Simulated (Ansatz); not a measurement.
# C₂H₈AlN: one species, many methods

An exercise on one series of results from a longer session: the logs are not shown, and one member is left open.

Method: functionals in def2-TZVPP, the program's frozen cores in correlated methods; program: Ansatz 0.2.0, Gaussian basis.

The runs, in order: LDA (SPW92), PBE-D4, revPBE-D4, BLYP-D4, r2SCAN-D4, B97M-V, PBE0-D4, B3LYP-D4, r2SCANh-D4, r2SCAN0-D4, HSE06-D4, BHLYP-D4, CAM-B3LYP-D4, LC-ωPBE, ωB97X-V, ωB97M-V, B2PLYP, PBE-QIDH; CCSD(T)/def2-SVP; CCSD(T)/def2-TZVPP; MP2/def2-QZVPP; extrapolation to the limit; RPA on PBE.

## The relaxed structure

The geometry comes from an earlier relaxation with PBE0-D4 in a triple-zeta def2 set; it is a stationary point, not always the lowest conformer.

12 atoms, charge 0, spin multiplicity 1.

Atoms are counted from 1 here; the program's logs count them from 0.

Bond lengths: C1–Al2 1.954 Å, C1–H5 1.093 Å, C1–H6 1.095 Å, C1–H7 1.095 Å, Al2–C3 1.954 Å, Al2–N4 1.774 Å, C3–H8 1.096 Å, C3–H9 1.093 Å, C3–H10 1.094 Å, N4–H11 1.007 Å, N4–H12 1.007 Å. Angles: Al2–C1–H5 112.8°, Al2–C1–H6 111.0°, Al2–C1–H7 111.3°, H5–C1–H6 107.5°, H5–C1–H7 107.6°, H6–C1–H7 106.3°, C1–Al2–C3 123.5°, C1–Al2–N4 118.4°, C3–Al2–N4 118.1°, Al2–C3–H8 110.8°, Al2–C3–H9 112.4°, Al2–C3–H10 111.9°, H8–C3–H9 107.0°, H8–C3–H10 106.6°, H9–C3–H10 107.8°, Al2–N4–H11 125.1°, Al2–N4–H12 125.0°, H11–N4–H12 109.9°.

Geometry (Å):

```mol
C2H8AlN
  3D, bonds by distance, orders not assigned

 12 11  0  0  0  0  0  0  0  0999 V2000
   -0.4539    1.6147   -0.8313 C   0  0
   -0.0832   -0.1424   -0.0617 Al  0  0
    1.1680   -0.4323    1.4112 C   0  0
   -0.9167   -1.5535   -0.7415 N   0  0
   -1.1294    1.5670   -1.6893 H   0  0
   -0.9101    2.2797   -0.0901 H   0  0
    0.4668    2.1070   -1.1612 H   0  0
    2.1923   -0.5348    1.0366 H   0  0
    0.9423   -1.3401    1.9774 H   0  0
    1.1743    0.4066    2.1130 H   0  0
   -0.8074   -2.5011   -0.4184 H   0  0
   -1.5661   -1.5258   -1.5108 H   0  0
  1  2  8  0
  2  3  8  0
  2  4  8  0
  1  5  8  0
  1  6  8  0
  1  7  8  0
  3  8  8  0
  3  9  8  0
  3 10  8  0
  4 11  8  0
  4 12  8  0
M  END
```

The first run:

in.yaml reads:

```yaml
crystal:
  periodic: [false, false, false]
  atoms:
    - {symbol: C, position_ang: [-0.453898, 1.614732, -0.831267]}
    - {symbol: Al, position_ang: [-0.083219, -0.142412, -0.061747]}
    - {symbol: C, position_ang: [1.167957, -0.432341, 1.411195]}
    - {symbol: N, position_ang: [-0.916656, -1.553492, -0.741534]}
    - {symbol: H, position_ang: [-1.129424, 1.567027, -1.689329]}
    - {symbol: H, position_ang: [-0.910055, 2.279724, -0.090118]}
    - {symbol: H, position_ang: [0.466806, 2.106972, -1.161210]}
    - {symbol: H, position_ang: [2.192318, -0.534840, 1.036566]}
    - {symbol: H, position_ang: [0.942322, -1.340145, 1.977385]}
    - {symbol: H, position_ang: [1.174254, 0.406648, 2.113033]}
    - {symbol: H, position_ang: [-0.807378, -2.501137, -0.418417]}
    - {symbol: H, position_ang: [-1.566126, -1.525836, -1.510758]}
basis:
  gaussian: {orbitals: def2-TZVPP}
hamiltonian: {xc: lda}
output: {orbitals: {seedname: orbitals}}
```

Started as:

```bash
ansatz run in.yaml --threads 4 --pin off --events-out ev --progress --plain --max-ram 10444MiB
```

Among the steps run: LDA; PBE-D4 (GGA); revPBE-D4 (GGA); BLYP-D4 (GGA); r2SCAN-D4 (meta-GGA); B97M-V (meta-GGA); B3LYP-D4 (hybrid); r2SCANh-D4 (hybrid); r2SCAN0-D4 (hybrid); HSE06-D4 (hybrid); BHLYP-D4 (hybrid); CAM-B3LYP-D4 (range-separated); LC-ωPBE (range-separated); ωB97X-V (range-separated); ωB97M-V (range-separated); B2PLYP (double hybrid); PBE-QIDH (double hybrid).

One of the session's tables, all rows but one given; the rest of the session is left out.

It belongs to the step «Frontier levels by functional». 

```
  functional  HOMO (eV)  LUMO (eV)  gap (eV)
 LDA (SPW92)      -5.99      -0.62      5.37
      PBE-D4          ?          ?         ?
   revPBE-D4      -5.74      -0.31      5.43
     BLYP-D4      -5.69      -0.38      5.31
   r2SCAN-D4      -6.09       0.00      6.09
      B97M-V      -6.12      -0.30      5.83
     PBE0-D4      -7.19       0.35      7.54
    B3LYP-D4      -6.95       0.05      7.00
  r2SCANh-D4      -6.61       0.25      6.86
  r2SCAN0-D4      -7.39       0.61      8.01
    HSE06-D4      -6.78      -0.01      6.77
    BHLYP-D4      -8.49       0.92      9.41
CAM-B3LYP-D4      -8.65       1.10      9.75
     LC-ωPBE     -10.10       2.32     12.42
     ωB97X-V      -9.70       2.09     11.79
     ωB97M-V      -9.61       1.66     11.27
```

Estimate the missing values for PBE-D4.

The run gave: HOMO (eV): -5.81; LUMO (eV): -0.41; gap (eV): 5.40. In the column «HOMO (eV)» it lies between LDA (SPW92) (-5.99) and revPBE-D4 (-5.74).
